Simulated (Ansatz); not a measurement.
# BeBr− (singlet): from Hartree-Fock to the top rungs at distance Br1–Be2 = 2.639 Å, aug-cc-pVDZ

One table from this session's results is given with a row withheld; the runs are named, their logs left out.

The runs use Ansatz 0.2.0, Gaussian basis; aug-cc-pVDZ, core rule «outside noble gas», up to 15 orbitals frozen.

The runs, in order: UHF; CCSD(T) on RHF; CCSD(T) on UHF; BCCD(T) on RHF; CISD; CCSDT(Q) on RHF; CCSDT(Q) on UHF; CASSCF and MRCISD+Q, 2 electrons in 2 orbitals; CASSCF and NEVPT2, 2 electrons in 2 orbitals.

34 further runs of the same task are left out: 10 for a known fault of the program, 17 that didn't finish, 7 set aside as unsound or not needed.

### The geometry

The geometry derives from a PBE0/def2-TZVPD stationary point (not a proven minimum). One bond is set to the value named and the two fragments are kept rigid. No spin-orbit coupling is included. The filled d shell of Br may be among the frozen orbitals whatever the setting's name suggests; the logs give the count.

2 atoms, charge -1, spin multiplicity 1.

Atoms are counted from 1 here; the program's logs count them from 0.

No contacts short enough for the rule that draws bonds.

The first run:

Contents of in.yaml:

```yaml
crystal:
  periodic: [false, false, false]
  atoms:
    - {symbol: Br, position_ang: [0.000000, 0.000000, 0.000000]}
    - {symbol: Be, position_ang: [0.000000, 0.000000, 2.639000]}
basis:
  gaussian: {orbitals: aug-cc-pVDZ}
total_charge: -1
magnetization: {spin_polarized: true, initial_magnetization: 0}
hamiltonian: {xc: hf}
output: {orbitals: {seedname: orbitals}}
```

Run with:

```sh
ansatz run in.yaml --threads 1 --pin off --events-out ev --progress --plain --max-ram 2393MiB
```

Among the steps run: UHF; CCSD(T) on RHF; CCSD(T) on UHF; BCCD(T) on RHF; CISD; CCSDT(Q) on RHF; CCSDT(Q) on UHF; CASSCF and MRCISD+Q, 2 electrons in 2 orbitals; CASSCF and NEVPT2, 2 electrons in 2 orbitals.

One of the session's tables, all rows but one given; the rest of the session is left out.

It belongs to the step «Misses and costs». 

```
     method  from RCCSDT(Q) (kJ/mol)
        RHF                   +514.4
        UHF                        ?
       RMP2                    +83.4
       CISD                    +61.9
      RCCSD                    +17.3
   RCCSD(T)                     +2.8
    BCCD(T)                     +2.8
     RCCSDT                     +1.1
  RCCSDT(Q)                        0
CASSCF pair                   +468.4
NEVPT2 pair                    +79.2
```

Q: Estimate the row for UHF from the others.

The run gave: from RCCSDT(Q) (kJ/mol): +510.2. In the column «from RCCSDT(Q) (kJ/mol)» it lies between CASSCF pair (+468.4) and RHF (+514.4).

Not comparable, so not listed: CCSD(T) on UHF; CASSCF and MRCISD+Q, 2 electrons in 2 orbitals (they don't share determinant, frozen orbitals or solution with the rows shown, or repeat one).

Limits of these values: Warnings: restricted reference is unstable; spin contamination. Warnings in the runs' records: passed over end.
